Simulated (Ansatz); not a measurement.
# CoSi: the cell at several levels of theory

An exercise on one series of results from a longer session: the logs are not shown, and one member is left open.

The COD entry's cell or inner coordinates are ideal or old and differ from later refinements, so a difference from it is no clean test against experiment.

Code: Ansatz 0.2.0. PAW datasets, plane waves, zero pressure. Calculated at 0 K for a non-magnetic cell.

5 further runs of the same task are left out: 5 set aside as unsound or not needed.

## Starting point

The symmetry is P2_13 (No. 198, cubic); a = 4.438 Å in the conventional setting, 10.93 Å³ an atom. Around Co lie 7 Si at 2.28–2.47 Å; around Si lie 7 Co at 2.28–2.47 Å.

Structure file:

```
CELL_PARAMETERS angstrom
4.43800 0.00000 0.00000
0.00000 4.43800 0.00000
0.00000 0.00000 4.43800
ATOMIC_POSITIONS crystal
Co 0.14000 0.14000 0.14000
Co 0.36000 0.86000 0.64000
Co 0.64000 0.36000 0.86000
Co 0.86000 0.64000 0.36000
Si 0.84300 0.84300 0.84300
Si 0.65700 0.15700 0.34300
Si 0.34300 0.65700 0.15700
Si 0.15700 0.34300 0.65700
```

Set-up of the first run:

input.yaml

```yaml
crystal:
  lattice:
    - [4.438, 0.0, 0.0]
    - [0.0, 4.438, 0.0]
    - [0.0, 0.0, 4.438]
  atoms:
    - { symbol: Co, position: [0.14, 0.14, 0.14] }
    - { symbol: Co, position: [0.36, 0.86, 0.64] }
    - { symbol: Co, position: [0.64, 0.36, 0.86] }
    - { symbol: Co, position: [0.86, 0.64, 0.36] }
    - { symbol: Si, position: [0.843, 0.843, 0.843] }
    - { symbol: Si, position: [0.657, 0.157, 0.343] }
    - { symbol: Si, position: [0.343, 0.657, 0.157] }
    - { symbol: Si, position: [0.157, 0.343, 0.657] }
kpoints:
  mp_grid: { grid: [6, 6, 6] }
hamiltonian:
  xc: pbe
scf:
  occupations: { method: fermi_dirac, width: 0.02 }
relax:
  f_tol: 0.005
  cell: {}
```

Command:

```
> ansatz run input.yaml --threads 4 --pin off --max-ram 9216MiB --backend cpu --events-out ev --progress --plain --runs-dir out
```

Among the steps run: PBE: cell and atoms; r2SCAN: cell and atoms; PBEsol: cell and atoms; Relaxing with LDA.

One of the session's tables, all rows but one given; the rest of the session is left out.

```
 level  a (Å)  volume (Å³/atom)
   PBE  4.431            10.873
r2SCAN  4.383            10.525
PBEsol  4.386            10.545
   LDA      ?                 ?
```

**Question.** Estimate the row for LDA.

As computed: a (Å): 4.350; volume (Å³/atom): 10.291. In the column «a (Å)» it is the lowest.

From the start to the first minimum the volume moved by -0.5 %. The volume runs from LDA (least) to PBE (most), a spread of 5.7 %, or 1.9 % in length if all axes shared it alike.
